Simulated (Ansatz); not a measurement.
Born–Oppenheimer molecular dynamics of a periodic cell of 19 atoms, SiW8C8Cl2 (surface WC(001), adsorbate SiCl2). It starts from a partly relaxed structure (largest force component 0.07 eV/Å).

All numbers below come from DFT PBE, scalar-relativistic, plane waves, PAW (Ansatz). Settings: PAW set soft_1, cutoff 420 eV, k mesh 3x3x1, fermi-dirac smearing 0.1 eV, no spin polarisation.

```yaml
ensemble: NVT, Langevin thermostat
time_step: 1 fs
steps_asked: 110
set_temperature: 500 K
friction: 0.05 /fs
atoms_held: 1, 5, 9, 13
seed: 413822
```

Frames 5 fs apart, positions in Å, forces in eV/Å.

Velocities at 40.0 fs (Å/ps):

```
W 0.00 0.00 0.00
C 16.64 12.39 2.04
W 1.30 -0.63 -0.07
C 5.14 6.34 6.62
W 0.00 0.00 0.00
C 10.62 6.03 1.85
W 1.48 1.65 0.27
C 6.51 -0.21 -0.08
W 0.00 0.00 0.00
C -5.25 -2.07 0.38
W 0.28 1.65 -1.51
C 4.90 2.17 -3.07
W 0.00 0.00 0.00
C -5.73 -0.52 -1.47
W -1.70 0.48 -0.38
C 6.71 2.46 3.51
Si -2.04 1.78 -4.61
Cl 1.08 2.43 2.80
Cl -2.60 2.87 2.63
```

```xyz
19
Lattice="5.8006 0.0000 0.0000 -2.9003 5.0235 0.0000 0.0000 0.0000 16.2466" Properties=species:S:1:pos:R:3:forces:R:3 time_fs=40.0 energy_less_start_eV=0.760 T=424
W 0.000 0.000 1.000 -0.60 0.02 -0.14
C 1.399 0.834 2.261 0.95 0.16 1.43
W 0.045 -0.073 3.824 0.12 2.14 0.97
C 1.463 0.882 5.164 -0.22 -0.67 -0.81
W -1.450 2.512 1.000 -0.23 -0.22 0.45
C -0.059 3.404 2.269 1.11 -0.57 0.86
W -1.366 2.525 3.889 -1.02 -0.84 -1.03
C -0.040 3.350 5.184 1.01 0.03 0.25
W 2.900 0.000 1.000 0.18 0.60 0.20
C 4.341 0.896 2.432 0.22 -1.12 -0.96
W 2.928 -0.040 3.898 -1.28 1.30 0.11
C 4.334 0.795 5.121 0.54 0.11 0.60
W 1.450 2.512 1.000 -0.08 0.31 -0.06
C 2.918 3.363 2.347 -0.10 -0.13 -1.05
W 1.487 2.553 3.853 -0.76 -1.47 -1.90
C 2.928 3.235 4.940 0.25 0.94 1.09
Si 0.713 2.133 6.266 -0.21 -0.98 0.61
Cl -1.170 0.886 7.008 -0.16 0.10 -1.05
Cl 1.509 2.431 8.102 0.28 0.29 0.43
19
Lattice="5.8006 0.0000 0.0000 -2.9003 5.0235 0.0000 0.0000 0.0000 16.2466" Properties=species:S:1:pos:R:3:forces:R:3 time_fs=45.0 energy_less_start_eV=0.677 T=389
W 0.000 0.000 1.000 -0.25 0.24 0.21
C 1.470 0.883 2.286 -0.17 -0.73 1.13
W 0.051 -0.075 3.829 0.18 1.99 0.90
C 1.484 0.923 5.169 -0.16 -1.28 -0.94
W -1.450 2.512 1.000 -0.03 -0.15 0.63
C 0.005 3.420 2.266 0.08 -0.98 0.94
W -1.360 2.528 3.889 -1.17 -0.92 -1.07
C -0.025 3.337 5.173 0.77 0.55 0.10
W 2.900 0.000 1.000 0.29 0.72 0.04
C 4.325 0.864 2.421 0.65 -0.48 -0.81
W 2.930 -0.034 3.894 -1.01 1.40 0.25
C 4.361 0.808 5.115 0.23 -0.01 0.57
W 1.450 2.512 1.000 0.03 0.35 -0.40
C 2.880 3.358 2.324 0.56 0.12 -0.65
W 1.483 2.550 3.853 0.20 -0.89 -1.70
C 2.961 3.251 4.969 -0.20 0.74 0.29
Si 0.695 2.135 6.254 -0.01 -1.02 1.54
Cl -1.163 0.898 7.021 -0.13 0.10 -1.16
Cl 1.500 2.451 8.108 0.15 0.25 0.12
19
Lattice="5.8006 0.0000 0.0000 -2.9003 5.0235 0.0000 0.0000 0.0000 16.2466" Properties=species:S:1:pos:R:3:forces:R:3 time_fs=50.0 energy_less_start_eV=0.663 T=438
W 0.000 0.000 1.000 -0.03 0.40 0.33
C 1.522 0.919 2.335 -0.75 -1.31 0.38
W 0.052 -0.072 3.840 0.26 1.58 0.68
C 1.504 0.921 5.134 -0.60 -0.86 0.00
W -1.450 2.512 1.000 0.16 -0.21 0.64
C 0.056 3.417 2.267 -0.74 -1.02 0.97
W -1.358 2.526 3.882 -1.41 -0.70 -0.78
C -0.006 3.332 5.154 0.55 0.50 0.28
W 2.900 0.000 1.000 0.26 0.70 0.09
C 4.318 0.801 2.408 0.96 0.50 -0.70
W 2.931 -0.030 3.892 -0.49 1.27 0.16
C 4.397 0.832 5.103 -0.22 -0.22 0.53
W 1.450 2.512 1.000 0.17 0.17 -0.58
C 2.876 3.365 2.294 0.79 0.03 -0.04
W 1.484 2.548 3.845 1.05 -0.30 -1.22
C 2.982 3.281 5.017 -0.32 0.33 -0.79
Si 0.674 2.125 6.262 0.22 -1.21 0.94
Cl -1.143 0.913 7.039 -0.11 0.11 -1.13
Cl 1.484 2.473 8.100 0.25 0.24 0.25
19
Lattice="5.8006 0.0000 0.0000 -2.9003 5.0235 0.0000 0.0000 0.0000 16.2466" Properties=species:S:1:pos:R:3:forces:R:3 time_fs=55.0 energy_less_start_eV=0.729 T=384
W 0.000 0.000 1.000 0.09 0.39 0.38
C 1.548 0.947 2.399 -0.90 -1.76 -0.72
W 0.056 -0.074 3.852 0.26 1.64 -0.02
C 1.518 0.890 5.104 -1.03 -0.10 0.84
W -1.450 2.512 1.000 0.30 -0.27 0.59
C 0.077 3.399 2.283 -1.10 -0.69 0.72
W -1.354 2.523 3.875 -1.19 -0.66 -0.72
C 0.016 3.347 5.152 0.24 0.02 0.34
W 2.900 0.000 1.000 0.09 0.54 0.26
C 4.313 0.749 2.380 1.22 1.21 -0.33
W 2.930 -0.024 3.887 0.04 0.91 0.00
C 4.430 0.837 5.080 -0.59 -0.18 0.70
W 1.450 2.512 1.000 0.25 -0.04 -0.48
C 2.888 3.365 2.283 0.72 -0.02 0.10
W 1.486 2.550 3.834 1.13 -0.22 -0.86
C 2.980 3.293 4.996 -0.04 0.08 -0.45
Si 0.662 2.106 6.263 0.30 -1.16 0.39
Cl -1.126 0.925 7.043 -0.11 0.08 -1.03
Cl 1.475 2.482 8.091 0.32 0.23 0.30
19
Lattice="5.8006 0.0000 0.0000 -2.9003 5.0235 0.0000 0.0000 0.0000 16.2466" Properties=species:S:1:pos:R:3:forces:R:3 time_fs=60.0 energy_less_start_eV=0.766 T=649
W 0.000 0.000 1.000 0.27 0.20 0.28
C 1.543 0.930 2.444 -0.75 -1.55 -1.58
W 0.057 -0.077 3.864 0.05 2.23 -1.00
C 1.518 0.839 5.071 -1.19 0.97 1.76
W -1.450 2.512 1.000 0.33 -0.43 0.36
C 0.053 3.330 2.301 -0.74 0.42 0.42
W -1.351 2.518 3.872 -0.55 -1.03 -0.90
C 0.063 3.341 5.148 -0.34 0.08 0.26
W 2.900 0.000 1.000 -0.11 0.12 0.44
C 4.331 0.726 2.330 0.82 1.38 0.39
W 2.926 -0.015 3.886 0.89 0.23 -0.31
C 4.447 0.842 5.087 -0.81 -0.19 0.50
W 1.450 2.512 1.000 0.28 -0.33 -0.32
C 2.909 3.354 2.280 0.38 0.05 -0.01
W 1.490 2.557 3.819 1.15 -0.71 -0.66
C 3.011 3.322 4.934 -0.33 -0.50 0.92
Si 0.663 2.077 6.262 0.43 -1.10 0.09
Cl -1.118 0.944 7.044 -0.15 -0.02 -0.90
Cl 1.468 2.498 8.088 0.36 0.16 0.27
19
Lattice="5.8006 0.0000 0.0000 -2.9003 5.0235 0.0000 0.0000 0.0000 16.2466" Properties=species:S:1:pos:R:3:forces:R:3 time_fs=65.0 energy_less_start_eV=0.976 T=486
W 0.000 0.000 1.000 0.53 0.01 0.10
C 1.525 0.904 2.446 -0.47 -1.16 -1.68
W 0.052 -0.074 3.876 -0.17 3.36 -1.83
C 1.510 0.823 5.057 -1.00 1.32 2.10
W -1.450 2.512 1.000 0.16 -0.45 0.11
C 0.010 3.270 2.309 0.10 1.37 0.29
W -1.349 2.514 3.868 0.10 -1.68 -0.94
C 0.095 3.323 5.152 -0.72 0.44 -0.04
W 2.900 0.000 1.000 -0.26 -0.12 0.41
C 4.361 0.736 2.281 0.09 1.19 1.14
W 2.921 -0.007 3.881 1.43 -0.17 -0.11
C 4.446 0.841 5.130 -0.89 -0.16 -0.18
W 1.450 2.512 1.000 0.34 -0.36 -0.17
C 2.930 3.365 2.303 0.00 -0.20 -0.60
W 1.490 2.563 3.802 1.00 -1.24 -0.50
C 3.044 3.349 4.865 -0.87 -1.19 2.57
Si 0.658 2.044 6.267 0.66 -0.82 0.05
Cl -1.115 0.979 7.062 -0.30 -0.21 -0.79
Cl 1.470 2.522 8.096 0.28 0.06 0.05
19
Lattice="5.8006 0.0000 0.0000 -2.9003 5.0235 0.0000 0.0000 0.0000 16.2466" Properties=species:S:1:pos:R:3:forces:R:3 time_fs=70.0 energy_less_start_eV=0.898 T=433
W 0.000 0.000 1.000 0.56 -0.14 0.07
C 1.485 0.870 2.412 0.02 -0.67 -1.09
W 0.048 -0.066 3.884 -0.16 3.51 -1.84
C 1.502 0.837 5.083 -0.59 0.91 1.39
W -1.450 2.512 1.000 0.01 -0.48 0.06
C -0.006 3.258 2.300 0.38 1.58 0.46
W -1.347 2.508 3.869 0.09 -1.65 -0.83
C 0.112 3.304 5.148 -0.77 0.54 -0.05
W 2.900 0.000 1.000 -0.19 -0.15 0.45
C 4.393 0.750 2.284 -0.61 0.95 1.09
W 2.916 -0.001 3.882 1.28 -0.28 0.23
C 4.425 0.834 5.159 -0.68 -0.09 -0.62
W 1.450 2.512 1.000 0.32 -0.37 -0.36
C 2.918 3.352 2.319 0.20 -0.03 -0.92
W 1.494 2.570 3.785 0.80 -1.70 0.03
C 3.059 3.364 4.860 -1.08 -1.45 2.70
Si 0.654 2.003 6.280 0.79 -0.08 -0.04
Cl -1.109 1.001 7.074 -0.54 -0.37 -0.60
Cl 1.485 2.546 8.103 0.16 -0.04 -0.12
19
Lattice="5.8006 0.0000 0.0000 -2.9003 5.0235 0.0000 0.0000 0.0000 16.2466" Properties=species:S:1:pos:R:3:forces:R:3 time_fs=75.0 energy_less_start_eV=0.710 T=539
W 0.000 0.000 1.000 0.54 -0.23 -0.21
C 1.418 0.819 2.394 1.01 0.13 -0.79
W 0.042 -0.059 3.893 -0.06 2.37 -0.98
C 1.480 0.874 5.118 0.17 -0.19 0.09
W -1.450 2.512 1.000 0.07 -0.44 0.03
C -0.008 3.294 2.293 0.42 1.13 0.58
W -1.342 2.504 3.866 -0.31 -0.99 -0.03
C 0.124 3.302 5.176 -0.85 0.54 -0.82
W 2.900 0.000 1.000 -0.11 -0.05 0.58
C 4.445 0.768 2.299 -1.59 0.83 0.97
W 2.910 0.005 3.884 0.85 -0.51 0.72
C 4.375 0.814 5.172 -0.13 0.16 -0.78
W 1.450 2.512 1.000 0.18 -0.38 -0.51
C 2.904 3.348 2.307 0.44 -0.03 -0.60
W 1.504 2.572 3.770 0.26 -1.66 0.83
C 3.050 3.341 4.913 -0.78 -0.84 1.22
Si 0.663 1.975 6.291 0.55 0.77 0.42
Cl -1.107 1.009 7.077 -0.72 -0.47 -0.51
Cl 1.512 2.558 8.105 0.05 -0.14 -0.21
19
Lattice="5.8006 0.0000 0.0000 -2.9003 5.0235 0.0000 0.0000 0.0000 16.2466" Properties=species:S:1:pos:R:3:forces:R:3 time_fs=80.0 energy_less_start_eV=0.730 T=435
W 0.000 0.000 1.000 0.21 -0.12 -0.12
C 1.362 0.792 2.393 1.89 0.63 -0.78
W 0.036 -0.050 3.897 0.17 1.18 -0.22
C 1.463 0.915 5.137 0.81 -1.31 -0.99
W -1.450 2.512 1.000 0.22 -0.46 -0.03
C -0.008 3.325 2.288 0.46 0.73 0.67
W -1.337 2.499 3.861 -0.86 -0.05 0.64
C 0.117 3.307 5.185 -0.76 0.41 -1.10
W 2.900 0.000 1.000 -0.08 0.11 0.81
C 4.468 0.808 2.349 -1.84 0.29 0.17
W 2.909 0.014 3.892 0.14 -0.87 0.63
C 4.332 0.793 5.152 0.44 0.45 -0.26
W 1.450 2.512 1.000 -0.01 -0.41 -0.64
C 2.905 3.334 2.278 0.44 0.16 0.03
W 1.518 2.570 3.764 -0.28 -1.34 1.28
C 3.019 3.315 4.978 -0.26 -0.26 -0.38
Si 0.673 1.973 6.291 0.02 1.43 1.13
Cl -1.107 0.989 7.074 -0.67 -0.37 -0.52
Cl 1.534 2.560 8.107 -0.05 -0.19 -0.31
19
Lattice="5.8006 0.0000 0.0000 -2.9003 5.0235 0.0000 0.0000 0.0000 16.2466" Properties=species:S:1:pos:R:3:forces:R:3 time_fs=85.0 energy_less_start_eV=0.822 T=506
W 0.000 0.000 1.000 -0.05 0.12 0.14
C 1.343 0.782 2.397 2.08 0.87 -0.91
W 0.035 -0.040 3.897 0.21 0.37 0.22
C 1.459 0.935 5.146 0.70 -1.46 -1.15
W -1.450 2.512 1.000 0.51 -0.38 -0.10
C 0.017 3.361 2.300 0.12 0.20 0.48
W -1.340 2.493 3.862 -1.20 0.97 0.91
C 0.072 3.349 5.177 -0.03 -0.55 -0.62
W 2.900 0.000 1.000 -0.07 0.27 0.93
C 4.449 0.871 2.386 -1.27 -0.71 -0.61
W 2.913 0.022 3.898 -0.67 -1.09 0.12
C 4.299 0.784 5.109 1.08 0.68 0.65
W 1.450 2.512 1.000 -0.18 -0.43 -0.74
C 2.912 3.315 2.248 0.31 0.50 0.76
W 1.530 2.566 3.763 -0.55 -0.80 1.67
C 3.003 3.303 5.048 -0.11 0.13 -1.73
Si 0.675 1.995 6.302 -0.33 1.65 0.91
Cl -1.127 0.954 7.066 -0.39 -0.12 -0.56
Cl 1.550 2.567 8.116 -0.15 -0.22 -0.37
19
Lattice="5.8006 0.0000 0.0000 -2.9003 5.0235 0.0000 0.0000 0.0000 16.2466" Properties=species:S:1:pos:R:3:forces:R:3 time_fs=90.0 energy_less_start_eV=0.911 T=524
W 0.000 0.000 1.000 -0.05 0.25 0.30
C 1.374 0.788 2.384 1.52 0.72 -0.71
W 0.038 -0.034 3.890 0.28 0.13 0.21
C 1.452 0.938 5.133 0.37 -1.17 -0.64
W -1.450 2.512 1.000 0.85 -0.23 -0.17
C 0.075 3.397 2.337 -0.59 -0.26 -0.12
W -1.351 2.491 3.859 -0.96 1.58 0.82
C 0.038 3.365 5.164 0.42 -0.90 -0.19
W 2.900 0.000 1.000 0.06 0.31 0.97
C 4.422 0.920 2.394 -0.62 -1.55 -0.93
W 2.921 0.023 3.905 -1.32 -1.15 -0.62
C 4.279 0.804 5.060 1.56 0.59 1.54
W 1.450 2.512 1.000 -0.22 -0.35 -0.82
C 2.921 3.291 2.232 0.25 0.98 1.10
W 1.545 2.562 3.764 -0.80 -0.60 1.71
C 2.992 3.280 5.068 -0.11 0.57 -2.07
Si 0.665 2.024 6.306 -0.26 1.20 0.69
Cl -1.139 0.921 7.068 -0.10 0.15 -0.56
Cl 1.574 2.583 8.116 -0.27 -0.26 -0.52
19
Lattice="5.8006 0.0000 0.0000 -2.9003 5.0235 0.0000 0.0000 0.0000 16.2466" Properties=species:S:1:pos:R:3:forces:R:3 time_fs=95.0 energy_less_start_eV=0.894 T=456
W 0.000 0.000 1.000 -0.03 0.33 0.25
C 1.409 0.785 2.355 1.05 0.70 -0.30
W 0.038 -0.035 3.884 0.21 0.18 -0.14
C 1.450 0.930 5.076 -0.29 -0.46 1.03
W -1.450 2.512 1.000 0.85 -0.06 -0.11
C 0.113 3.420 2.357 -1.04 -0.56 -0.38
W -1.369 2.494 3.849 -0.58 1.74 0.68
C 0.007 3.352 5.153 0.61 -0.54 -0.02
W 2.900 0.000 1.000 0.23 0.30 0.90
C 4.422 0.941 2.393 -0.53 -1.87 -0.98
W 2.918 0.017 3.916 -0.99 -1.02 -1.32
C 4.286 0.834 5.040 1.33 0.16 1.77
W 1.450 2.512 1.000 -0.10 -0.19 -0.74
C 2.918 3.311 2.244 0.39 0.74 0.85
W 1.555 2.554 3.772 -1.15 -0.27 1.20
C 2.968 3.277 5.061 0.00 0.68 -1.81
Si 0.629 2.059 6.303 0.41 0.17 0.36
Cl -1.147 0.903 7.062 0.04 0.30 -0.49
Cl 1.589 2.597 8.116 -0.42 -0.33 -0.73
```

Of the whole run (110 fs, mean temperature of the second half 481 K): A run of 0.11 ps of so small a system gives no equilibrium averages. Limits of this set-up: coarse k mesh, thin slab, slab without dipole correction.

Time of the run: 23 min on 2 threads of AMD EPYC 7R43 64-Core Processor (Zen 3) (shared host), peak memory 1.2 GiB.
